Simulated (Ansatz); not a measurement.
Geometry optimisation, DFT PBE, scalar-relativistic, plane waves, PAW (Ansatz).

The input (input.yaml):

```yaml
crystal:
  lattice:
    - [0.0, 5.43, 5.43]
    - [5.43, 0.0, 5.43]
    - [5.43, 5.43, 0.0]
  atoms:
    - { symbol: Si, position: [0.0, 0.0, 0.0] }
    - { symbol: Si, position: [0.125, 0.125, 0.125] }
    - { symbol: Si, position: [0.0, 0.0, 0.5] }
    - { symbol: Si, position: [0.125, 0.125, 0.625] }
    - { symbol: Si, position: [0.0, 0.5, 0.0] }
    - { symbol: Si, position: [0.125, 0.625, 0.125] }
    - { symbol: Si, position: [0.0, 0.5, 0.5] }
    - { symbol: Si, position: [0.125, 0.625, 0.625] }
    - { symbol: Si, position: [0.5, 0.0, 0.0] }
    - { symbol: Si, position: [0.625, 0.125, 0.125] }
    - { symbol: Si, position: [0.5, 0.0, 0.5] }
    - { symbol: Si, position: [0.625, 0.125, 0.625] }
    - { symbol: Si, position: [0.5, 0.5, 0.0] }
    - { symbol: Si, position: [0.625, 0.625, 0.125] }
    - { symbol: Si, position: [0.5, 0.5, 0.5] }
    - { symbol: Si, position: [0.625, 0.625, 0.625] }
    - { symbol: Ti, position: [0.38272003, -0.1231335, 0.36456393] }
basis:
  ecutwfc: 420.0
kpoints:
  mp_grid: { grid: [2, 2, 2] }
hamiltonian:
  xc: pbe
  pseudopotentials: { kind: paw, azcp: { folder: soft_1 } }
scf:
  occupations: { method: gaussian, width: 0.02 }
  lower_state_search: "off"
relax:
  f_tol: 0.03
  max_steps: 60
  adjacent_minimum: "off"
```

Run as:

```bash
$ ansatz run input.yaml --threads 1 --pin off --max-ram 3072MiB --backend cpu --events-out ev --progress --plain --runs-dir out
```

Task: Where does it end, and by what steps?

Result: The forces met the threshold. The force dipped under the threshold on the way, but the program's further checks kept it going. Limits of this set-up: coarse k mesh. After 6 steps the energy has fallen by 0.432 eV; Si11 moved furthest, 0.10 Å.

| step | energy less start (eV) | largest force component (eV/Å) | accepted |
| --- | --- | --- | --- |
| 0 | 0.0000 | 1.431 | yes |
| 1 | -0.3994 | 0.420 | yes |
| 2 | -0.4291 | 0.055 | yes |
| 3 | -0.4297 | 0.069 | yes |
| 4 | -0.4309 | 0.025 | yes |
| 5 | -0.4315 | 0.035 | yes |
| 6 | -0.4317 | 0.013 | yes |

```xyz
17
Lattice="0.0000 5.4300 5.4300 5.4300 0.0000 5.4300 5.4300 5.4300 0.0000" Properties=species:S:1:pos:R:3
Si -0.009 0.007 -0.005
Si 1.355 1.335 1.360
Si 2.753 2.690 -0.038
Si 4.110 4.074 1.379
Si 2.720 0.007 2.725
Si 4.073 1.331 4.073
Si 5.409 2.683 2.736
Si 6.767 4.074 4.035
Si -0.044 2.692 2.759
Si 1.379 4.068 4.122
Si 2.773 5.469 2.786
Si 4.071 6.824 4.074
Si 2.732 2.673 5.413
Si 4.024 4.068 6.767
Si 5.360 5.469 5.372
Si 6.785 6.802 6.791
Ti 1.354 4.091 1.361
```

Whether the end is a true minimum wasn't checked by a vibrational analysis.

The run took 44 s on 1 thread of Arm Neoverse V1, with other jobs on the host, peak memory 0.55 GiB.
